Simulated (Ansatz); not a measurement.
## Pd on several prototypes: a ranking of structure types by relaxed energy, step by step

Program: Ansatz 0.2.0, Python API.

Run as a notebook:

**Cell 1**
```python
import warnings

import ansatz as az
import numpy as np
import pandas as pd
import spglib
```

**Cell 2**
```python
config = {
    "xc": "LDA",
    "cutoff": 500,
    "k_spacing": 0.3,
    "filling": "cold",
    "sigma": 0.1,
}
```

**Cell 3**
```python
def bcc(a_site, a):
    return az.Crystal.bcc(a_site, a=a)
```

**Cell 4**
```python
def hcp(A, a):
    return (
        az.Lattice.from_parameters(a, a, 1.633 * a, alpha=90, beta=90, gamma=120)
        .space_group(194)
        .atom(A, [1 / 3, 2 / 3, 0.25])
    )


def sc(first, a):
    return (
        az.Lattice.cubic(a)
        .space_group(221)
        .atom(first, [0, 0, 0])
    )
```

**Cell 5**
```python
def diamond(a_site, a):
    return az.Crystal.diamond(a_site, a=a)
```

**Cell 6**
```python
def fcc(a_site, a):
    return (
        az.Lattice.fcc(a)
        .space_group(225)
        .atom(a_site, [0, 0, 0])
        .primitive()
    )
```

**Cell 7**
```python
def run_phase(name, crystal):
    calc = (
        crystal.calculation()
        .functional(config["xc"])
        .basis(config["cutoff"])
        .kpoints(spacing=config["k_spacing"])
        .occupations(config["filling"], width=config["sigma"])
        .stress()
        .band_table()
    )
    calc = calc.relax(force_tolerance=0.01, cell=True)
    return calc.run()
```

**Cell 8**
```python
def volume_per_atom(outcome):
    return abs(np.linalg.det(outcome.lattice.cell_ang)) / len(outcome.lattice.sites)
```

**Cell 9**
```python
def space_group(outcome):
    sites = outcome.report["lattice"]["sites"]
    kinds = sorted({site["symbol"] for site in sites})
    cell = (outcome.lattice.cell_ang, [site["position_frac"] for site in sites], [kinds.index(site["symbol"]) for site in sites])
    return spglib.get_spacegroup(cell, symprec=0.01)
```

**Cell 10**
```python
# starting lattice constants are rough guesses; the relaxation finds the rest
warnings.simplefilter("ignore", az.DeckWarning)
```

**Cell 11**
```python
phases = {}
phases["bcc"] = bcc("Pd", 3.09)
phases["hcp"] = hcp("Pd", 2.75)
phases["sc"] = sc("Pd", 2.53)
phases["diamond"] = diamond("Pd", 5.35)
phases["fcc"] = fcc("Pd", 3.89)

done = {}
for name, crystal in phases.items():
    done[name] = run_phase(name, crystal)
    print(f"{name}: {done[name].report['energy_sigma0_ev']:.4f} eV, {len(done[name].lattice.sites)} atoms")
```
Output:
```text
bcc: -6844.5305 eV, 1 atoms
hcp: -13689.0828 eV, 2 atoms
sc: -6843.9663 eV, 1 atoms
diamond: -13686.3210 eV, 2 atoms
fcc: -6844.5995 eV, 1 atoms
```

**Cell 12**
```python
energy = {name: o.report["energy_sigma0_ev"] / len(o.lattice.sites) for name, o in done.items()}
lowest = min(energy.values())
rows = [(name, len(o.lattice.sites), 1000 * (energy[name] - lowest), volume_per_atom(o), space_group(o)) for name, o in done.items()]
rows.sort(key=lambda row: row[2])
print(pd.DataFrame(rows, columns=["phase", "atoms", "dE (meV/atom)", "V (A^3/atom)", "space group"]).round(4).to_string(index=False))
```
Output:
```text
  phase  atoms  dE (meV/atom)  V (A^3/atom)    space group
    fcc      1         0.0000       14.1296    Fm-3m (225)
    hcp      2        58.0793       14.2010 P6_3/mmc (194)
    bcc      1        68.9444       14.2222    Im-3m (229)
     sc      1       633.1359       16.3214    Pm-3m (221)
diamond      2      1438.9586       22.1779    Fd-3m (227)
```

By space group at the end of each run: Fm-3m (+0 meV an atom, 14.1 Å³), P6_3/mmc (+58 meV an atom, 14.2 Å³), Im-3m (+69 meV an atom, 14.2 Å³), Pm-3m (+633 meV an atom, 16.3 Å³) and Fd-3m (+1439 meV an atom, 22.2 Å³).

Reading the output:
- Total energies depend on the potentials; only differences at equal settings carry meaning.
- For the metals among these phases the mesh is modest: differences between phases can be off by up to 40 meV an atom.
- The cells are built on prototypes, so most aren't the phase found in nature. Rows bear the name of their start, and a relaxation keeps or raises the symmetry. Differences under about 40 meV an atom lie within the error of mesh and functional.
- The whole script took 18 s on 1 thread of Intel(R) Xeon(R) Platinum 8559C (Emerald Rapids), with other jobs on the host, peak memory 0.45 GiB.
